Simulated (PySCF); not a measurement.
# [PrCl3(NH3)]+: other functionals and bases at one geometry

An exercise on one series of results from a longer session: the logs are not shown, and one member is left open.

The runs use PySCF 2.14.0; several levels, as the steps say, no spin–orbit coupling.

1 further run of the same task is left out (for a known fault of the program).

### Where the work starts

8 atoms, charge 1, spin multiplicity 1.

Bond lengths: Pr1–Cl2 2.430 Å, Pr1–Cl3 2.430 Å, Pr1–Cl4 2.430 Å, Pr1–N5 2.473 Å, N5–H6 1.028 Å, N5–H7 1.028 Å, N5–H8 1.028 Å. Angles: Cl2–Pr1–Cl3 113.7°, Cl2–Pr1–Cl4 113.7°, Cl2–Pr1–N5 104.8°, Cl3–Pr1–Cl4 113.7°, Cl3–Pr1–N5 104.8°, Cl4–Pr1–N5 104.8°, Pr1–N5–H6 113.5°, Pr1–N5–H7 113.5°, Pr1–N5–H8 113.5°, H6–N5–H7 105.2°, H6–N5–H8 105.2°, H7–N5–H8 105.2°.

Geometry (Å):

```xyz
8
charge 1, multiplicity 1
Pr   -0.0447    0.0447   -0.0447
Cl    1.2738    1.6033    1.2738
Cl   -1.6033   -1.2738    1.2738
Cl    1.2738   -1.2738   -1.6033
N    -1.4723    1.4723   -1.4723
H    -2.0936    2.0936   -0.9385
H    -0.9385    2.0936   -2.0936
H    -2.0936    0.9385   -2.0936
```

Formal oxidation states: Pr +4. Each metal's 1 4f electrons lie in its core potential, so multiplicities, spins and levels count the valence alone. An earlier session relaxed this geometry at PBE0, Pr lcecp-2-SVP with ECP47, Cl def2-SVP, N def2-SVP, H def2-SVP (singlet, point group C3v).

At PBE0 on the finer grid: E = -1475.451389 Eh, frontier levels not given, since the 4f levels lie in the core, Mulliken charge on Pr1 +1.16 e, largest force component 0.003 eV/Å. 

Levels to run: BP86; TPSSh; PBE0, TZVP. Hardware: 2 threads of Arm Neoverse V2, shared host.

The first run:

File run.py (the lines that set the calculation):

```python
mol = gto.M(atom='''
Pr    -0.04474     0.04474    -0.04474
Cl     1.27382     1.60331     1.27382
Cl    -1.60331    -1.27382     1.27382
Cl     1.27382    -1.27382    -1.60331
N     -1.47225     1.47225    -1.47225
H     -2.09363     2.09363    -0.93846
H     -0.93846     2.09363    -2.09363
H     -2.09363     0.93846    -2.09363''',
    basis={'Pr': 'lcecp-2-SVP', 'Cl': 'def2-SVP', 'N': 'def2-SVP', 'H': 'def2-SVP'},
    ecp={'Pr': 'lcecp-2-SVP'},
    charge=1, spin=0)
mf = dft.RKS(mol, xc='B88,P86')
mf.grids.atom_grid = (75, 302)  # f atoms: unpruned, at least (60, 302)
mf = mf.density_fit()  # fitting sets: Pr AutoAux, Cl def2-universal-JKFIT, N def2-universal-JKFIT, H def2-universal-JKFIT
mf.conv_tol = 1e-08; mf.max_cycle = 55
mf.kernel(dm0)  # dm0: the density of the relaxed state
```

Launch:

```sh
$ OMP_NUM_THREADS=2 python run.py
```

Among the steps run: BP86; TPSSh; PBE0, TZVP.

One table of the session follows, with a row left open; its other results are not shown here.

```
              level  charge on Pr1 (e)  dipole (D)  largest force component (eV/Å)
PBE0 (relaxed here)               1.16        7.86                            0.00
               BP86               0.96        7.64                            0.24
              TPSSh                  ?           ?                               ?
         PBE0, TZVP               1.56        7.76                            0.26
```

Estimate the missing values for TPSSh.

**Answer.** charge on Pr1 (e): 1.17; dipole (D): 7.83; largest force component (eV/Å): 0.18. In the column «charge on Pr1 (e)» it lies between PBE0 (relaxed here) (1.16) and PBE0, TZVP (1.56).

The dipole of a charged species depends on the origin, so these sizes hold for this origin alone.

The largest leftover force, 0.26 eV/Å with PBE0, TZVP, stands at a geometry relaxed at another level. With 4f in the core, its levels are missing from HOMO and gap, and its count is fixed, so no charge can pass from the ligands into it. Total energies of different levels can't be compared.
